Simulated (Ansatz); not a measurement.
Write a Python script for Ansatz's Python interface that makes a rigid torsion scan of CH4Cl2GeO, SMILES [CH3][Ge]([OH])([Cl])[Cl]. Level of theory (for the species named): PBE0, def2-SVP basis, multiplicity 1.

```json
{"atom": "C", "x (Å)": "-1.0851", "y (Å)": "-0.1137", "z (Å)": "0.4944"}
{"atom": "Ge", "x (Å)": "0.5045", "y (Å)": "0.2347", "z (Å)": "-0.5139"}
{"atom": "O", "x (Å)": "1.8825", "y (Å)": "-0.0084", "z (Å)": "0.5499"}
{"atom": "Cl", "x (Å)": "0.6871", "y (Å)": "-1.1385", "z (Å)": "-2.1761"}
{"atom": "Cl", "x (Å)": "0.5260", "y (Å)": "2.2602", "z (Å)": "-1.2833"}
{"atom": "H", "x (Å)": "-1.1433", "y (Å)": "-1.0933", "z (Å)": "0.8660"}
{"atom": "H", "x (Å)": "-1.1606", "y (Å)": "0.6436", "z (Å)": "1.3370"}
{"atom": "H", "x (Å)": "-1.9665", "y (Å)": "0.1041", "z (Å)": "-0.1926"}
{"atom": "H", "x (Å)": "1.8440", "y (Å)": "-0.9351", "z (Å)": "0.9014"}
```

`run_torsion.py`
```python
import ansatz as az
from ase import Atoms

BASIS = "def2-SVP"
FUNCTIONAL = "pbe0"
FORCE_TOL = 0.02

atoms = Atoms(["C", "Ge", "O", "Cl", "Cl", "H", "H", "H", "H"], positions=[
    (-1.0851, -0.1137, 0.4944),
    (0.5045, 0.2347, -0.5139),
    (1.8825, -0.0084, 0.5499),
    (0.6871, -1.1385, -2.1761),
    (0.526, 2.2602, -1.2833),
    (-1.1433, -1.0933, 0.866),
    (-1.1606, 0.6436, 1.337),
    (-1.9665, 0.1041, -0.1926),
    (1.844, -0.9351, 0.9014),
])

first = (
    az.Crystal.molecule_from_ase(atoms).calculation()
    .basis(gaussian=BASIS)
    .functional(FUNCTIONAL)
    .relax(force_tolerance=FORCE_TOL, max_steps=80)
)
atoms.positions = first.run(threads=1, backend="cpu").report["positions_ang"]

start = atoms.get_dihedral(2, 1, 0, 5)
energies = {}
for turn in range(0, 121, 15):
    turned = atoms.copy()
    turned.set_dihedral(2, 1, 0, 5, start + turn, indices=[0, 5, 6, 7])
    job = az.Crystal.molecule_from_ase(turned).calculation().basis(gaussian=BASIS).functional(FUNCTIONAL)
    energies[round((start + turn) % 360)] = job.run(threads=1, backend="cpu").report["free_energy_ev"]
floor = min(energies.values())
print("dihedral O2-Ge1-C0-H5 (deg)   E - E(min) (kcal/mol)")
for angle, e in sorted(energies.items()):
    print(f"{angle:8d} {23.060548 * (e - floor):14.3f}  " + "#" * int(30 * (e - floor) / max(max(energies.values()) - floor, 1e-9)))
```

```console
$ python run_torsion.py
dihedral O2-Ge1-C0-H5 (deg)   E - E(min) (kcal/mol)
      14          0.291  ##########################
      29          0.175  ###############
      44          0.059  #####
      59          0.008
     299          0.000
     314          0.040  ###
     329          0.151  #############
     344          0.274  ########################
     359          0.334  ##############################
```

The scan is rigid and the energies are electronic, in a modest basis. With rigid groups the curve can differ much from the relaxed path, the start wasn't checked as a minimum of this torsion, and equivalent turns needn't return to the same energy. Run time: 3.3 min on 1 thread of Arm Neoverse V1, with other jobs on the host, peak memory 0.38 GiB.
